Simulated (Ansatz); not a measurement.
# Gd3Ru: the cost of one run

Program: Ansatz 0.2.0. Level of theory: DFT PBE, scalar-relativistic, plane waves, PAW. These are calculated values, not measurements.

## (1) The system as given

It takes space group Im-3m (No. 229, cubic). The conventional cell has a = 5.802 Å, b = 5.802 Å, c = 5.802 Å, α = 90.00°, β = 90.00°, γ = 90.00°. Gd (site symmetry 4/mmm) is surrounded by 4 Gd at 2.90 Å and 2 Ru at 2.90 Å. Around Ru (site symmetry m-3m) lie 6 Gd at 2.90 Å.

Coordinates:

```cif
data_structure
_symmetry_space_group_name_H-M 'P 1'
_symmetry_Int_Tables_number 1
_cell_length_a 5.0243
_cell_length_b 5.0243
_cell_length_c 5.0243
_cell_angle_alpha 109.471
_cell_angle_beta 109.471
_cell_angle_gamma 109.471
_cell_volume 97.64
loop_
_atom_site_label
_atom_site_type_symbol
_atom_site_fract_x
_atom_site_fract_y
_atom_site_fract_z
_atom_site_occupancy
Gd1 Gd 0.00000 0.50000 0.50000 1
Gd2 Gd 0.50000 0.00000 0.50000 1
Gd3 Gd 0.50000 0.50000 0.00000 1
Ru1 Ru 0.00000 0.00000 0.00000 1
```

A structure generator made this guess: species swapped into a database cell of Sb3Au (Im-3m, No. 229), with Gd on the Sb sites and Ru on the Au sites. Its size is a rough estimate.

## (2) Probe: one point on a coarse mesh

input.yaml reads:

```yaml
crystal:
  lattice:
    - [-2.90079173, 2.90079173, 2.90079173]
    - [2.90079173, -2.90079173, 2.90079173]
    - [2.90079173, 2.90079173, -2.90079173]
  atoms:
    - { symbol: Gd, position: [0.0, 0.5, 0.5], spin: 7.0 }
    - { symbol: Gd, position: [0.5, 0.0, 0.5], spin: 7.0 }
    - { symbol: Gd, position: [0.5, 0.5, 0.0], spin: 7.0 }
    - { symbol: Ru, position: [0.0, 0.0, 0.0] }
basis:
  ecutwfc: 420
kpoints:
  mp_grid: { grid: [4, 4, 4] }
hamiltonian:
  xc: pbe
scf:
  occupations: { method: gaussian, width: 0.1 }
  lower_state_search: "off"
output:
  forces: true
  stress: true
  eigenvalues: true
  populations: true
magnetization:
  spin_polarized: true
```

On the command line:

```console
> ansatz run input.yaml --threads 1 --pin off --max-ram 2048MiB --backend cpu --events-out ev --progress --plain --runs-dir out
```

**Question.** How long does this run take on 1 thread of Arm Neoverse V1, shared host, and how much memory does it need?

About 12 s, with a peak of 0.41 GiB.
